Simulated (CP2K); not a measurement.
Crystal: NaLaMnMoO6.

```
CELL_PARAMETERS angstrom
5.55735 0.00000 0.00000
0.00000 5.59794 0.00000
-0.06213 0.00000 8.02463
ATOMIC_POSITIONS crystal
Na 0.75008 0.51572 0.49924
Na 0.24992 0.01572 0.50076
La 0.25715 0.95896 0.99937
La 0.74285 0.45896 0.00063
Mn 0.24767 0.48762 0.25607
Mn 0.75233 0.98762 0.74393
Mo 0.75559 0.99666 0.27090
Mo 0.24441 0.49666 0.72910
O 0.67335 0.97830 0.49061
O 0.03402 0.81017 0.27726
O 0.93353 0.28910 0.28026
O 0.47817 0.20966 0.19922
O 0.54435 0.73563 0.20079
O 0.82956 0.01818 0.00392
O 0.32665 0.47830 0.50939
O 0.96598 0.31017 0.72274
O 0.06647 0.78910 0.71974
O 0.52183 0.70966 0.80078
O 0.45565 0.23563 0.79921
O 0.17044 0.51818 0.99608
```

The cell was built by a generator and needn't be a form met in nature.

Program: CP2K 2026.2. Alike in all runs: task single point; potentials or basis GTH_POTENTIALS Na GTH-PBE-q9, La GTH-PBE-q11, Mn GTH-PBE-q15, Mo GTH-PBE-q14, O GTH-PBE-q6; DZVP-MOLOPT-SR-GTH basis; spin collinear, ferromagnetic start; cell as given; k mesh 4 × 4 × 3; smearing fermi-dirac 0.05 eV.

Order these runs on this cell by their pressure, lowest first.
A. level PBE; CUTOFF of the grids 1300 Ry
B. level PBEsol; CUTOFF of the grids 900 Ry
C. level PBE+D3(BJ); CUTOFF of the grids 1300 Ry; cutoff radius of the dispersion sum (A) 20
D. level LDA; CUTOFF of the grids 900 Ry

D (-7.6 GPa), B (-3.9 GPa), C (-1.7 GPa), A (1.0 GPa).

Caveats: the basis of atomic orbitals isn't converged, which shifts pressures, moduli and gaps; only a ferromagnetic start was run, and an antiferromagnetic order may lie lower in energy; the potentials were made for another functional, which shifts forces and pressure (some runs).
